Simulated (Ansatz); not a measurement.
# Zn (Zinc): further runs on the relaxed cell

An exercise on one series of results from a longer session: the logs are not shown, and one member is left open.

The COD entry's cell or inner coordinates are ideal or old and differ from later refinements, so a difference from it is no clean test against experiment.

Program: Ansatz 0.2.0. Level of theory: DFT PBE, scalar-relativistic, plane waves, PAW. These are calculated values, not measurements.

### Starting point

The structure is hexagonal, space group P6_3/mmc (No. 194). Conventional cell: a = 2.633 Å, b = 2.633 Å, c = 5.108 Å, α = 90.00°, β = 90.00°, γ = 120.00°. Zn (site symmetry -6m2) is surrounded by 12 Zn at 2.63 to 2.97 Å.

Structure file:

```
CELL_PARAMETERS angstrom
2.63332 0.00000 0.00000
-1.31666 2.28052 0.00000
0.00000 0.00000 5.10824
ATOMIC_POSITIONS crystal
Zn 0.33333 0.66667 0.25000
Zn 0.66667 0.33333 0.75000
```

It is the result of an earlier relaxation at this level (volume 15.34 Å³/atom; gap on the mesh: none (metal)).

The first run:

Input file input.yaml:

```yaml
crystal:
  lattice:
    - [2.67, 0.0, 0.0]
    - [-1.335, 2.3122878281, 0.0]
    - [0.0, 0.0, 4.966]
  atoms:
    - { symbol: Zn, position: [0.3333333333, 0.6666666667, 0.25] }
    - { symbol: Zn, position: [0.6666666667, 0.3333333333, 0.75] }
basis:
  ecutwfc: 420
kpoints:
  mp_grid: { grid: [18, 18, 8] }
hamiltonian:
  xc: pbe
scf:
  occupations: { method: gaussian, width: 0.1 }
output:
  forces: true
  stress: true
  eigenvalues: true
  populations: true
```

On the command line:

```
> ansatz run input.yaml --threads 1 --pin off --max-ram 2560MiB --backend cpu --events-out ev --progress --plain --runs-dir out
```

Steps of the session up to this table: Back to the database's cell; The cell scaled to 0.97 of its volume; Volume × 1.03; Point at V/V0 = 0.94; Volume × 1.06; Point at V/V0 = 0.91; Volume × 1.10; The cell scaled to 0.88 of its volume.

One table of the session follows, with a row left open; its other results are not shown here.

It belongs to the step «Equation of state». 

```
volume (Å³/atom)  energy above the lowest point (meV/atom)  pressure (GPa)
          13.498                                      52.6           10.78
          13.958                                      27.0            7.04
          14.418                                      11.6            3.96
          14.878                                       2.9            2.01
          15.338                                       0.0           -0.01
          15.799                                         ?               ?
          16.259                                       9.6           -3.11
          16.872                                      24.6           -4.51
```

Estimate the missing values for volume (Å³/atom) = 15.799.

Worked estimate for «energy above the lowest point (meV/atom)». A straight line through the neighbours (15.338, 0.0) and (16.259, 9.6) gives 0.0 + (9.6 − 0.0) × (15.799 − 15.338) / (16.259 − 15.338) = 4.8; a parabola fitted to 4 rows on both sides gives 2.7.

As computed: energy above the lowest point (meV/atom): 2.6; pressure (GPa): -1.75. In «energy above the lowest point (meV/atom)» the line misses by +2.2 and the parabola by +0.1.
